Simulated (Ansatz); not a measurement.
**CH₄SeSi (SMILES C1[SiH2][Se]1): one structure at several levels**

The task here is to estimate one member of a computed series from the others.

Program: Ansatz 0.2.0, Gaussian basis. Level of theory: single points in def2-TZVPP. These are calculated values, not measurements.

Correlated methods freeze the cores. Filled d shells of the heavier atoms are correlated.

**The system as given**

SMILES `C1[SiH2][Se]1`, 7 atoms, charge 0, spin multiplicity 1.

Atoms are counted from 1 here; the program's logs count them from 0.

Bond lengths: C1–Si2 1.810 Å, C1–Se3 1.977 Å, C1–H4 1.306 Å, C1–H5 1.152 Å, Si2–Se3 2.244 Å, Si2–H6 1.432 Å, Si2–H7 1.435 Å. Angles: Si2–C1–Se3 72.5°, Si2–C1–H4 118.4°, Si2–C1–H5 125.6°, Se3–C1–H4 108.1°, Se3–C1–H5 108.1°, H4–C1–H5 112.9°, C1–Si2–Se3 57.2°, C1–Si2–H6 112.0°, C1–Si2–H7 120.0°, Se3–Si2–H6 120.1°, Se3–Si2–H7 116.5°, H6–Si2–H7 117.3°, C1–Se3–Si2 50.3°.

As a file:

```
C    -0.68080   -0.47980   -0.31290
Si    0.73570    0.32210    0.47780
Se   -0.32560    1.20010   -1.29360
H    -0.45610   -1.47820   -1.12490
H    -1.76730   -0.44840    0.06840
H     0.42460    0.77670    1.79990
H     2.06260   -0.17540    0.24880
```

Set-up of the first run:

run/in.yaml

```yaml
crystal:
  periodic: [false, false, false]
  atoms:
    - {symbol: C, position_ang: [-0.680800, -0.479800, -0.312900]}
    - {symbol: Si, position_ang: [0.735700, 0.322100, 0.477800]}
    - {symbol: Se, position_ang: [-0.325600, 1.200100, -1.293600]}
    - {symbol: H, position_ang: [-0.456100, -1.478200, -1.124900]}
    - {symbol: H, position_ang: [-1.767300, -0.448400, 0.068400]}
    - {symbol: H, position_ang: [0.424600, 0.776700, 1.799900]}
    - {symbol: H, position_ang: [2.062600, -0.175400, 0.248800]}
basis:
  gaussian: {orbitals: def2-TZVPP}
correlation: {method: ccsd_t}
output: {forces: true}
```

No record of the launch command was kept for these runs.

Steps of the session up to this table: CCSD(T)/def2-TZVPP; PBE0-D4/def2-TZVPP; wB97M-V/def2-TZVPP; r2SCAN-D4/def2-TZVPP; PBE-D4/def2-TZVPP; SPW92/def2-TZVPP; BLYP-D4/def2-TZVPP.

One table of the session follows, with a row left open; its other results are not shown here.

```
   method  RMS force component (eV/Å)  angle to CCSD(T) forces (°)  dipole (D)
  CCSD(T)                       1.516                    reference        1.75
  PBE0-D4                       1.496                          4.9        1.75
  wB97M-V                       1.501                          4.3        1.81
r2SCAN-D4                       1.479                          3.5        1.74
   PBE-D4                           ?                            ?           ?
    SPW92                       1.377                          9.7        1.63
  BLYP-D4                       1.443                          7.3        1.59
```

Estimate the missing values for PBE-D4.

The run gave: RMS force component (eV/Å): 1.436; angle to CCSD(T) forces (°): 4.7; dipole (D): 1.56. In the column «RMS force component (eV/Å)» it lies between SPW92 (1.377) and BLYP-D4 (1.443).
